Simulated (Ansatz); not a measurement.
# CH3FSSi: up Jacob's ladder to CCSD(T)

One table from this session's results is given with a row withheld; the runs are named, their logs left out.

The runs use Ansatz 0.2.0, Gaussian basis; functionals in def2-TZVPP, the program's frozen cores in correlated methods.

Plan: LDA (SPW92), PBE-D4, revPBE-D4, BLYP-D4, r2SCAN-D4, B97M-V, PBE0-D4, B3LYP-D4, r2SCANh-D4, r2SCAN0-D4, HSE06-D4, BHLYP-D4, CAM-B3LYP-D4, LC-ωPBE, ωB97X-V, ωB97M-V, B2PLYP, PBE-QIDH; CCSD(T)/def2-SVP; CCSD(T)/def2-TZVPP; MP2/def2-QZVPP; extrapolation to the limit; RPA on PBE.

## The geometry

An earlier PBE0-D4 in a triple-zeta def2 set relaxation fixed the geometry.

SMILES `F[SiH2]C=S`, 7 atoms, charge 0, spin multiplicity 1.

Atoms are counted from 1 here; the program's logs count them from 0.

Bond lengths: F1–Si2 1.601 Å, Si2–C3 1.872 Å, Si2–H5 1.479 Å, Si2–H6 1.479 Å, C3–S4 1.611 Å, C3–H7 1.093 Å. Angles: F1–Si2–C3 110.5°, F1–Si2–H5 108.3°, F1–Si2–H6 108.4°, C3–Si2–H5 108.9°, C3–Si2–H6 108.9°, H5–Si2–H6 111.9°, Si2–C3–S4 115.8°, Si2–C3–H7 123.7°, S4–C3–H7 120.5°.

Set-up of the first run:

Contents of in.yaml:

```yaml
crystal:
  periodic: [false, false, false]
  atoms:
    - {symbol: F, position_ang: [-1.781259, 0.984173, 0.055522]}
    - {symbol: Si, position_ang: [-0.201360, 0.735220, -0.021473]}
    - {symbol: C, position_ang: [0.174891, -1.097850, 0.022746]}
    - {symbol: S, position_ang: [1.734896, -1.495497, -0.043998]}
    - {symbol: H, position_ang: [0.296885, 1.296102, -1.296439]}
    - {symbol: H, position_ang: [0.429961, 1.382630, 1.149227]}
    - {symbol: H, position_ang: [-0.592714, -1.872780, 0.088815]}
basis:
  gaussian: {orbitals: def2-TZVPP}
hamiltonian: {xc: lda}
output: {orbitals: {seedname: orbitals}}
```

Launch:

```console
ansatz run in.yaml --threads 2 --pin off --events-out ev --progress --plain --max-ram 4352MiB
```

Steps of the session up to this table: LDA; PBE-D4 (GGA); revPBE-D4 (GGA); BLYP-D4 (GGA); r2SCAN-D4 (meta-GGA); B97M-V (meta-GGA); PBE0-D4 (hybrid); B3LYP-D4 (hybrid); r2SCANh-D4 (hybrid); r2SCAN0-D4 (hybrid); HSE06-D4 (hybrid); BHLYP-D4 (hybrid); CAM-B3LYP-D4 (range-separated); LC-ωPBE (range-separated); ωB97X-V (range-separated); ωB97M-V (range-separated); B2PLYP (double hybrid); PBE-QIDH (double hybrid).

One of the session's tables, all rows but one given; the rest of the session is left out.

It belongs to the step «Frontier levels by functional». 

```
  functional  HOMO (eV)  LUMO (eV)  gap (eV)
 LDA (SPW92)      -5.77      -4.24      1.53
      PBE-D4      -5.64      -4.04      1.60
   revPBE-D4      -5.59      -3.97      1.63
     BLYP-D4      -5.49      -3.87      1.63
   r2SCAN-D4      -5.85      -3.97      1.88
      B97M-V      -5.95      -3.93      2.02
     PBE0-D4      -6.85      -3.12      3.73
    B3LYP-D4      -6.62      -3.30      3.33
  r2SCANh-D4      -6.30      -3.62      2.69
  r2SCAN0-D4          ?          ?         ?
    HSE06-D4      -6.45      -3.50      2.95
    BHLYP-D4      -7.94      -2.03      5.91
CAM-B3LYP-D4      -8.18      -1.93      6.25
     LC-ωPBE      -9.55      -0.83      8.73
     ωB97X-V      -9.19      -0.87      8.32
     ωB97M-V      -9.03      -0.92      8.11
```

**Question.** Estimate the row for r2SCAN0-D4.

Worked estimate for «HOMO (eV)». Against the share of exact exchange, r2SCAN-D4 (0, -5.85), r2SCANh-D4 (0.1, -6.30) give a slope of -4.50 per unit share; at 0.25 the line stands at -6.97.

The run gave: HOMO (eV): -6.99; LUMO (eV): -3.09; gap (eV): 3.90. In «HOMO (eV)» the line misses by +0.02.
